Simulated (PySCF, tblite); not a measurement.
# C₄H₁₀FNSi₂: geometry, infrared bands and NMR shifts

Aim: predict the infrared bands and NMR shifts of C₄H₁₀FNSi₂ (`C=N[SiH2]C/C=C(/F)[SiH3]`).

Computed with tblite 0.8.0 and PySCF 2.14.0, with density-fitted response routines of our own, on a single molecule in the gas phase. Atoms count from 0, in the outputs and in this text.

### Step 1. The molecule as given

18 atoms, charge 0, multiplicity 1; geometry from: force field or distance geometry start.

Bonds of the start (Å): C0–N1 1.30, N1–Si2 1.74, Si2–C3 1.88, C3–C4 1.53, C4–C5 1.34, C5–F6 1.36, C5–Si7 1.83, C0–H8 1.10, C0–H9 1.11, Si2–H10 1.49, Si2–H11 1.47, C3–H12 1.09, C3–H13 1.09, C4–H14 1.09, Si7–H15 1.49, Si7–H16 1.49, Si7–H17 1.49.

### Step 2. Geometry optimisation with GFN2-xTB

Job settings and geometry (Å):

```
{"job": {"kind": "relax", "xc": "GFN2-xTB", "basis": "xTB"}, "charge": 0, "multiplicity": 1}
C      1.541200    -2.005600    -0.477100
N      0.848500    -1.413900    -1.410500
Si     1.300100     0.225400    -1.760200
C      0.040300     1.322600    -0.892800
C      0.082700     1.256000     0.631600
C     -0.769300     0.644400     1.465600
F     -0.479300     0.778300     2.785400
Si    -2.244200    -0.370000     1.090100
H      2.364400    -1.547000     0.098700
H      1.286000    -3.047200    -0.208900
H      1.233200     0.422900    -3.232600
H      2.663500     0.480200    -1.266200
H      0.217200     2.357300    -1.169200
H     -0.953100     1.075000    -1.266100
H      0.903100     1.816400     1.085700
H     -1.898100    -1.816400     1.057400
H     -2.860400     0.023300    -0.207800
H     -3.284700    -0.195200     2.138600
```

On the command line:

```sh
> OMP_NUM_THREADS=1 python probes_run.py task.json out
```

This one command runs all jobs of the session in turn.

**Question.** This job is followed by: GFN2-xTB harmonic vibrations, gas phase; GIAO PBE0/pcSseg-1 NMR shielding, non-relativistic, gas phase. Predict these results of the whole session: strongest single infrared mode (GFN2-xTB); zero-point energy (GFN2-xTB); 13C shifts against TMS (PBE0/pcSseg-1); 1H shifts against TMS (PBE0/pcSseg-1, means over atoms taken as alike); 15N shifts against NH3 (PBE0/pcSseg-1); 29Si shifts against TMS (PBE0/pcSseg-1); 19F shifts against CFCl3 (PBE0/pcSseg-1).

As calculated:

| quantity | value |
| --- | --- |
| strongest single infrared mode (GFN2-xTB) | 2196 cm⁻¹, 338 km/mol |
| zero-point energy (GFN2-xTB) | 75.9 kcal/mol |
| 13C shifts against TMS (PBE0/pcSseg-1) | 176.3, 168.9, 129.8, 16.9 ppm |
| 1H shifts against TMS (PBE0/pcSseg-1, means over atoms taken as alike) | 8.79, 8.76, 6.27, 5.06, 4.19, 1.84 ppm |
| 15N shifts against NH3 (PBE0/pcSseg-1) | 416.2 ppm |
| 29Si shifts against TMS (PBE0/pcSseg-1) | -41.5, -88.4 ppm |
| 19F shifts against CFCl3 (PBE0/pcSseg-1) | -99.9 ppm |

What this shows: The optimisation took 93 steps and gained 0.431 eV; among the close pairs (by a distance rule), C5–Si7 changed most, from 1.829 to 1.888 Å. The lowest mode is imaginary (37i cm⁻¹), so the xTB geometry is not a minimum. The strongest single mode, at 2196 cm⁻¹, moves mainly H11. GFN2-xTB is a fitted tight-binding method: band positions and strengths are rough. Its intensities can rank the bands wrongly. At PBE0/pcSseg-1: The largest span, 846 ppm, is at N1, where the paramagnetic term is -480 ppm.
